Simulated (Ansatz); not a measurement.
# CH₇FGeO₂Si: up Jacob's ladder to CCSD(T)

How much do the methods differ for CH₇FGeO₂Si? The plan is to run it at one geometry with functionals of several rungs and with coupled cluster. The yardstick is the atomisation energy at the CCSD(T) limit.

The runs use Ansatz 0.2.0, Gaussian basis; functionals in def2-TZVPP, the program's frozen cores in correlated methods.

Levels to be run: LDA (SPW92), PBE-D4, revPBE-D4, BLYP-D4, r2SCAN-D4, B97M-V, PBE0-D4, B3LYP-D4, r2SCANh-D4, r2SCAN0-D4, HSE06-D4, BHLYP-D4, CAM-B3LYP-D4, LC-ωPBE, ωB97X-V, ωB97M-V, B2PLYP, PBE-QIDH; CCSD(T)/def2-SVP; CCSD(T)/def2-TZVPP; MP2/def2-QZVPP; extrapolation to the limit; RPA on PBE.

## Step 1: The geometry

The geometry comes from an earlier relaxation with PBE0-D4 in a triple-zeta def2 set; it is a stationary point, not always the lowest conformer.

SMILES `CO[SiH](F)[O][GeH3]`, 13 atoms, charge 0, spin multiplicity 1.

Atoms are counted from 1 here; the program's logs count them from 0.

Bond lengths: C1–O2 1.411 Å, C1–H7 1.094 Å, C1–H8 1.095 Å, C1–H9 1.091 Å, O2–Si3 1.627 Å, Si3–F4 1.595 Å, Si3–O5 1.605 Å, Si3–H10 1.473 Å, O5–Ge6 1.786 Å, Ge6–H11 1.535 Å, Ge6–H12 1.534 Å, Ge6–H13 1.533 Å. Angles: O2–C1–H7 111.2°, O2–C1–H8 111.3°, O2–C1–H9 108.1°, H7–C1–H8 108.8°, H7–C1–H9 108.8°, H8–C1–H9 108.5°, C1–O2–Si3 125.4°, O2–Si3–F4 108.4°, O2–Si3–O5 108.0°, O2–Si3–H10 112.7°, F4–Si3–O5 110.7°, F4–Si3–H10 106.2°, O5–Si3–H10 110.8°, Si3–O5–Ge6 133.3°, O5–Ge6–H11 108.7°, O5–Ge6–H12 107.9°, O5–Ge6–H13 104.8°, H11–Ge6–H12 111.6° and more.

## Step 2: LDA

This LDA is Slater exchange with PW92 correlation.

in.yaml

```yaml
crystal:
  periodic: [false, false, false]
  atoms:
    - {symbol: C, position_ang: [0.420661, -2.211244, 0.581115]}
    - {symbol: O, position_ang: [0.407189, -0.833470, 0.275518]}
    - {symbol: Si, position_ang: [-0.107867, -0.182786, -1.123878]}
    - {symbol: F, position_ang: [-1.574794, -0.732856, -1.424255]}
    - {symbol: O, position_ang: [-0.123252, 1.413036, -0.953189]}
    - {symbol: Ge, position_ang: [-0.233023, 2.491336, 0.466486]}
    - {symbol: H, position_ang: [-0.587255, -2.634754, 0.543313]}
    - {symbol: H, position_ang: [1.063405, -2.766526, -0.110383]}
    - {symbol: H, position_ang: [0.814766, -2.331380, 1.591139]}
    - {symbol: H, position_ang: [0.723302, -0.578452, -2.274137]}
    - {symbol: H, position_ang: [-1.344223, 1.975459, 1.391290]}
    - {symbol: H, position_ang: [1.132095, 2.488200, 1.166427]}
    - {symbol: H, position_ang: [-0.570606, 3.868633, -0.114645]}
basis:
  gaussian: {orbitals: def2-TZVPP}
hamiltonian: {xc: lda}
output: {orbitals: {seedname: orbitals}}
```

Further steps of the session: PBE-D4 (GGA); revPBE-D4 (GGA); BLYP-D4 (GGA); r2SCAN-D4 (meta-GGA); B97M-V (meta-GGA); PBE0-D4 (hybrid); B3LYP-D4 (hybrid); r2SCANh-D4 (hybrid); r2SCAN0-D4 (hybrid); HSE06-D4 (hybrid); BHLYP-D4 (hybrid); CAM-B3LYP-D4 (range-separated); LC-ωPBE (range-separated); ωB97X-V (range-separated); ωB97M-V (range-separated); B2PLYP (double hybrid); PBE-QIDH (double hybrid); CCSD(T) in def2-SVP; CCSD(T) in def2-TZVPP; MP2 in def2-QZVPP; RPA on PBE orbitals.

Q: Predict the results of all the runs planned. Wanted: atomisation energy, CCSD(T)/CBS; farthest beyond LDA; mean size of error, GGA; mean size of error, meta-GGA; mean size of error, hybrid; mean size of error, range-separated; mean size of error, double hybrid; gap, smallest and largest; T1 diagnostic.

**Answer**, as computed:

```
                                quantity                                                      value
         atomisation energy, CCSD(T)/CBS                                            1151.7 kcal/mol
functionals within 11.5 kcal/mol (1.0 %)  PBE-D4, r2SCAN-D4, B97M-V, CAM-B3LYP-D4, ωB97X-V, ωB97M-V
                     farthest beyond LDA                                  BHLYP-D4 (-42.1 kcal/mol)
                 mean size of error, GGA                                              16.5 kcal/mol
            mean size of error, meta-GGA                                               3.8 kcal/mol
              mean size of error, hybrid                                              22.7 kcal/mol
     mean size of error, range-separated                                               6.1 kcal/mol
       mean size of error, double hybrid                                              19.5 kcal/mol
               gap, smallest and largest                  6.10 eV (LDA (SPW92)), 13.86 eV (LC-ωPBE)
                           T1 diagnostic                                                     0.0118
 triples share of the correlation energy                                                      3.3 %
```

In words: The LDA atomisation energy is off by 151.3 kcal/mol (13 %): it overbinds. PBE-D4 misses by -2.4 kcal/mol. Double hybrids carry the basis error of their MP2 part in triple zeta, and no dispersion term here, so their miss is partly the set-up's. The rungs meta-GGA, range-separated miss on average by less than the doubt on the reference (11.5 kcal/mol), so they tie. The reference freezes the cores and leaves out relativity and excitations past (T), and its outer-core shells are covered unevenly, so misses under about 11.5 kcal/mol can't be ranked. Hartree-Fock recovers 73 % of the binding; the rest is correlation. CCSD(T) in def2-SVP is off by -83.3 kcal/mol, so the small basis spoils what the method gains. The gap grows from 6.1 to 13.9 eV across the functionals, mostly with the share of exact exchange. Correlated methods include outer-core shells of Ge, which these sets cover unevenly.
